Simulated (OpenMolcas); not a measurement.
# Fe²⁺ among point charges: CASSCF and CASPT2 levels and susceptibility

How does a field of 8 point charges split the states of Fe²⁺, and what χT follows?

The numbers are computed with OpenMolcas 26.06 (state-averaged CASSCF and CASPT2, spin-orbit coupling by RASSI with atomic mean-field integrals), except any that are marked as measured or tabulated.

**1. The atom as given**

| Quantity | Value |
| --- | --- |
| Species | Fe²⁺ (iron, Z = 26, 24 electrons) |
| Basis | ANO-RCC-VDZP [5s4p2d1f], 34 functions |
| Scalar Hamiltonian | DKH2, point nucleus |
| Inactive shells | 1s 2s 2p 3s 3p |
| Active space | 6 electrons in 5 orbitals (3d) |
| Some configurations of this space | 3d6 |
| Orbitals | optimised for each spin and parity, averaged over all roots |

Outer shells as boxes (Hund's rule):

3d6
```
3d [↑↓][↑ ][↑ ][↑ ][↑ ]
```

The ion sits among 8 point charges of -1.28 e arranged as a cube (Oh), 1.99 Å from the ion.

Each step is its own input file, run in one work folder so that later steps find the files of earlier ones. Labels, J, g values, rates, χT and fits are worked out afterwards by a script from the matrices that RASSI stores. The input lists half of the charges; inversion (Group=XYZ) makes the rest.

**2. Basis and integrals**

The input, a.inp:

```
&GATEWAY
Coord
1

Fe 0.0 0.0 0.0
Basis=ANO-RCC-VDZP
Group=XYZ
NoMove
AngMom=0.0 0.0 0.0
AMFI
XField
4 Angstrom 0
1.148927 1.148927 1.148927 -1.280000
1.148927 1.148927 -1.148927 -1.280000
1.148927 -1.148927 1.148927 -1.280000
1.148927 -1.148927 -1.148927 -1.280000
&SEWARD
```

Started as:

```bash
$ OMP_NUM_THREADS=1 MOLCAS_MEM=1689 MOLCAS_PROJECT=a pymolcas a.inp > a.log
```

**3. CASSCF: quintets of even parity, 5 roots**

The input, a.inp:

```
&RASSCF
FileOrb=start.orb
Symmetry=1
Spin=5
nActEl=6 0 0
Inactive=3 6
Ras2=5 0
CIRoot=5 5 1
SDav=5
CIMx=300
Iter=120 100
PrWF=0.3
OrbListing=Nothing
MaxOrb=0
>>> COPY $Project.JobIph JOB001
```

start.orb holds the contracted functions of the basis, ordered by shell, or the orbitals of the step before.

**4. CASSCF: triplets of even parity, 45 roots**

The input, a.inp:

```
&RASSCF
FileOrb=start.orb
Symmetry=1
Spin=3
nActEl=6 0 0
Inactive=3 6
Ras2=5 0
CIRoot=45 45 1
SDav=45
CIMx=300
Iter=120 100
PrWF=0.3
OrbListing=Nothing
MaxOrb=0
>>> COPY $Project.JobIph JOB002
```

**5. Reference wave functions, singlets of even parity, 50 roots**

The input, a.inp:

```
&RASSCF
FileOrb=start.orb
Symmetry=1
Spin=1
nActEl=6 0 0
Inactive=3 6
Ras2=5 0
CIRoot=50 50 1
SDav=50
CIMx=300
Iter=120 100
PrWF=0.3
OrbListing=Nothing
MaxOrb=0
>>> COPY $Project.JobIph JOB003
```

**6. State interaction with spin-orbit coupling**

The input, a.inp:

```
&RASSI
NrOfJobIphs=3 5 45 50
1 2 3 4 5
1 2 3 4 5 6 7 8 9 10 11 12 13 14 15 16 17 18 19 20 21 22 23 24 25 26 27
28 29 30 31 32 33 34 35 36 37 38 39 40 41 42 43 44 45
1 2 3 4 5 6 7 8 9 10 11 12 13 14 15 16 17 18 19 20 21 22 23 24 25 26 27
28 29 30 31 32 33 34 35 36 37 38 39 40 41 42 43 44 45 46 47 48 49 50
IphNames
JOB001
JOB002
JOB003
EJob
SpinOrbit
DIPRint=1.0
SOCoupling=1000.0
Subsets=2
Property=9
'ANGMOM' 1 'ANGMOM' 2 'ANGMOM' 3 'MLTPL  1' 1 'MLTPL  1' 2 'MLTPL  1' 3
'AMFI' 1 'AMFI' 2 'AMFI' 3
SOProperty=3
'ANGMOM' 1 'ANGMOM' 2 'ANGMOM' 3
```

**7. CASPT2: IPEA 0.25, imaginary shift 0.1 (closed shells correlated: 3s 3p)**

The input, a.inp:

```
>>> COPY JOB001 $Project.JobIph
&CASPT2
Multistate=5 1 2 3 4 5
NoMult
Frozen=2 3
IPEA=0.25
Imaginary=0.1
MaxIter=60
WThr=0.0 0.3 0.05
PrWF=0.5
NoMix
>>> COPY JOB002 $Project.JobIph
&CASPT2
Multistate=45 1 2 3 4 5 6 7 8 9 10 11 12 13 14 15 16 17 18 19 20 21 22
23 24 25 26 27 28 29 30 31 32 33 34 35 36 37 38 39 40 41 42 43 44 45
NoMult
Frozen=2 3
IPEA=0.25
Imaginary=0.1
MaxIter=60
WThr=0.0 0.3 0.05
PrWF=0.5
NoMix
>>> COPY JOB003 $Project.JobIph
&CASPT2
Multistate=50 1 2 3 4 5 6 7 8 9 10 11 12 13 14 15 16 17 18 19 20 21 22
23 24 25 26 27 28 29 30 31 32 33 34 35 36 37 38 39 40 41 42 43 44 45 46
47 48 49 50
NoMult
Frozen=2 3
IPEA=0.25
Imaginary=0.1
MaxIter=60
WThr=0.0 0.3 0.05
PrWF=0.5
NoMix
```

(Steps that only read results are left out.)

Q: Predict the outcome of this session. Wanted: spin-free ground state; first state of the same spin within the active space; lowest level; next level.

The runs gave:

| quantity | value |
| --- | --- |
| method | SS-CASPT2, IPEA 0.25, imaginary shift 0.1 (closed shells correlated: 3s 3p) |
| spin-free ground state | 5E, 2-fold in its orbital part |
| first state of the same spin within the active space | 5T2 at 4960 cm⁻¹ |
| lowest level | 1-fold A1 |
| next level | 15.9 cm⁻¹ |
| χT at 300 K | 3.34 cm³ K/mol |
| effective moment at 300 K | 5.17 μB |

Cost by method:

| method | time of its own steps | time with the reference |
| --- | --- | --- |
| A. CASSCF | 36 s | 36 s |
| B. SS-CASPT2, IPEA 0.25, imaginary shift 0.1, +3s 3p | 8.2 s | 44 s |

Times are of one thread on a shared host.

In words: The spin-free ground state (5E) comes to 100 % from free-ion D terms and keeps the highest spin of the shell. χT at 300 K is 3.34, against 3.01 cm³ K/mol for the spin alone, so orbital moment adds to it. An active space of the d shell alone favours high spin; real ions in strong fields can be low spin. CASPT2 does not keep the components of a term degenerate, and the means are used. An orbital doublet at a regular site is open to a Jahn-Teller distortion, which this geometry leaves out. The field of point charges can differ much from that of real complexes. With metal d orbitals alone active, the gaps between spin states are rough; where two lie within a few thousand cm-1, their order is open. This is an electrostatic model: the charges have no orbitals.
